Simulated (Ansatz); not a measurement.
# MgCd2Se3: the cost of one run

Computed with Ansatz 0.2.0 (DFT PBE, scalar-relativistic, plane waves, PAW, unless a step's input says otherwise).

**1. The starting structure**

It takes space group P3m1 (No. 156, trigonal). The conventional cell has a = 4.338 Å, b = 4.338 Å, c = 10.596 Å, α = 90.00°, β = 90.00°, γ = 120.00°. Mg (site symmetry 3m) is surrounded by 4 Se at 2.60 to 2.62 Å. Cd (site symmetry 3m) has 4 Se at 2.67 to 2.68 Å in its first shell of neighbours. Se (site symmetry 3m) is surrounded by 4 Cd at 2.67 to 2.68 Å. Se (site symmetry 3m) is surrounded by 1 Mg at 2.60 Å and 3 Cd at 2.67 Å. Se (site symmetry 3m) has 3 Mg at 2.62 Å and 1 Cd at 2.68 Å in its first shell of neighbours.

As a file:

```cif
data_structure
_symmetry_space_group_name_H-M 'P3m1'
_symmetry_Int_Tables_number 156
_cell_length_a 4.3384
_cell_length_b 4.3384
_cell_length_c 10.5960
_cell_angle_alpha 90.000
_cell_angle_beta 90.000
_cell_angle_gamma 120.000
_cell_volume 172.71
loop_
_atom_site_label
_atom_site_type_symbol
_atom_site_symmetry_multiplicity
_atom_site_Wyckoff_symbol
_atom_site_fract_x
_atom_site_fract_y
_atom_site_fract_z
_atom_site_occupancy
Mg1 Mg 1 a 0.00000 0.00000 0.33101 1
Cd1 Cd 1 b 0.33333 0.66667 0.00448 1
Cd2 Cd 1 c 0.66667 0.33333 0.66394 1
Se1 Se 1 c 0.66667 0.33333 0.91662 1
Se2 Se 1 a 0.00000 0.00000 0.57620 1
Se3 Se 1 b 0.33333 0.66667 0.25776 1
```

It is the end of an earlier relaxation with the same method, from a generated guess; it needn't be the stable form of this composition. At a tolerance of 0.02 Å it has space group P3m1 (No. 156); it has 28.79 Å³/atom, an uncorrected energy of -0.84 eV/atom over the elements.

**2. Static run: bands, density of states and charges**

The input, input.yaml:

```yaml
crystal:
  lattice:
    - [4.3383526718, -2.89e-08, 0.0]
    - [-2.1691763109, 3.7571236388, 0.0]
    - [0.0, 0.0, 10.5960214]
  atoms:
    - { symbol: Mg, position: [0.0, 0.0, 0.331008] }
    - { symbol: Cd, position: [0.3333333333, 0.6666666667, 0.004477] }
    - { symbol: Cd, position: [0.6666666667, 0.3333333333, 0.663938] }
    - { symbol: Se, position: [0.6666666667, 0.3333333333, 0.916619] }
    - { symbol: Se, position: [0.0, 0.0, 0.576202] }
    - { symbol: Se, position: [0.3333333333, 0.6666666667, 0.257756] }
basis:
  ecutwfc: 420
kpoints:
  mp_grid: { grid: [6, 6, 4] }
  band_path:
    path:
      - [[0.0, 0.0, 0.0], [0.5, 0.0, 0.0], [0.33333333, 0.33333333, 0.0], [0.0, 0.0, 0.0], [0.0, 0.0, 0.5], [0.5, 0.0, 0.5], [0.33333333, 0.33333333, 0.5], [0.0, 0.0, 0.5]]
      - [[0.5, 0.0, 0.5], [0.5, 0.0, 0.0]]
      - [[0.33333333, 0.33333333, 0.5], [0.33333333, 0.33333333, 0.0]]
    npoints: 14
hamiltonian:
  xc: pbe
scf:
  occupations: { method: gaussian, width: 0.02 }
  n_extra_bands: 15
output:
  forces: true
  stress: true
  eigenvalues: true
  populations: true
  dos: { projected: true, de: 0.02, nscf_kmesh: { grid: [9, 9, 6] } }
  bader: true
  write_density: true
  write_potential: true
  elf: true
  volumetric_format: npy
```

Launch:

```bash
ansatz run input.yaml --threads 4 --pin off --max-ram 8192MiB --backend cpu --events-out ev --progress --plain --runs-dir out
```

**Question.** How long does this run take on 4 threads of Arm Neoverse V2, shared host, and how much memory does it need?

About 49 s, with a peak of 1.1 GiB.
